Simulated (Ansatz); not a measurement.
# CH9BGeSi: basis-set convergence

How large a basis does CH9BGeSi need? Two functionals are run in growing sets.

Method: one geometry, several basis sets; program: Ansatz 0.2.0, Gaussian basis.

Levels to be run: PBE0-D4/def2-SVP; ωB97M-V/def2-SVP; PBE0-D4/def2-QZVPP; ωB97M-V/def2-QZVPP; the functionals' def2-TZVPP values are taken from earlier runs.

## Step 1: The relaxed structure

The geometry comes from an earlier relaxation with PBE0-D4 in a triple-zeta def2 set; it is a stationary point, not always the lowest conformer.

SMILES `[BH2][GeH2][SiH2]C`, 13 atoms, charge 0, spin multiplicity 1.

Atoms are counted from 1 here; the program's logs count them from 0.

Bond lengths: B1–Ge2 2.037 Å, B1–H5 1.195 Å, B1–H6 1.195 Å, Ge2–Si3 2.398 Å, Ge2–H7 1.542 Å, Ge2–H8 1.540 Å, Si3–C4 1.875 Å, Si3–H9 1.490 Å, Si3–H10 1.490 Å, C4–H11 1.092 Å, C4–H12 1.092 Å, C4–H13 1.092 Å. Angles: Ge2–B1–H5 120.6°, Ge2–B1–H6 120.8°, H5–B1–H6 118.4°, B1–Ge2–Si3 105.9°, B1–Ge2–H7 113.6°, B1–Ge2–H8 114.2°, Si3–Ge2–H7 106.6°, Si3–Ge2–H8 107.9°, H7–Ge2–H8 108.2°, Ge2–Si3–C4 111.2°, Ge2–Si3–H9 109.0°, Ge2–Si3–H10 108.3°, C4–Si3–H9 110.3°, C4–Si3–H10 110.4°, H9–Si3–H10 107.6°, Si3–C4–H11 111.0°, Si3–C4–H12 110.7°, Si3–C4–H13 110.7° and more.

## Step 2: PBE0-D4 in def2-SVP

in.yaml

```yaml
crystal:
  periodic: [false, false, false]
  atoms:
    - {symbol: B, position_ang: [-1.506775, 1.843756, -0.189044]}
    - {symbol: Ge, position_ang: [0.438807, 1.408170, -0.608869]}
    - {symbol: Si, position_ang: [0.956847, -0.567404, 0.648253]}
    - {symbol: C, position_ang: [-0.073748, -2.025214, 0.074730]}
    - {symbol: H, position_ang: [-2.392512, 1.309543, -0.788258]}
    - {symbol: H, position_ang: [-1.790033, 2.564505, 0.720772]}
    - {symbol: H, position_ang: [0.688381, 1.065160, -2.091460]}
    - {symbol: H, position_ang: [1.434930, 2.507132, -0.194574]}
    - {symbol: H, position_ang: [0.713755, -0.299887, 2.093624]}
    - {symbol: H, position_ang: [2.408134, -0.860724, 0.482806]}
    - {symbol: H, position_ang: [-1.138692, -1.832666, 0.221797]}
    - {symbol: H, position_ang: [0.091175, -2.220093, -0.987197]}
    - {symbol: H, position_ang: [0.190134, -2.926977, 0.632119]}
basis:
  gaussian: {orbitals: def2-SVP}
hamiltonian: {xc: pbe0, dispersion: d4}
output: {orbitals: {seedname: orbitals}}
```

Command:

```
ansatz run in.yaml --threads 4 --pin off --events-out ev --progress --plain --max-ram 10444MiB
```

The runs that follow: ωB97M-V in def2-SVP; PBE0-D4 in def2-QZVPP; ωB97M-V in def2-QZVPP.

Before running them: what should the planned runs give, taken together? Wanted: PBE0-D4: double and triple zeta above quadruple; ωB97M-V: double and triple zeta above quadruple.

**Answer**, as computed:

| quantity | value |
| --- | --- |
| PBE0-D4: double and triple zeta above quadruple | 13.49, 1.60 eV |
| ωB97M-V: double and triple zeta above quadruple | 13.65, 1.55 eV |

In words: For PBE0-D4 the step from double to triple zeta gains 11.90 eV and the next only 1.60 eV. Total energies overstate the basis error of differences, where much of it tends to cancel.
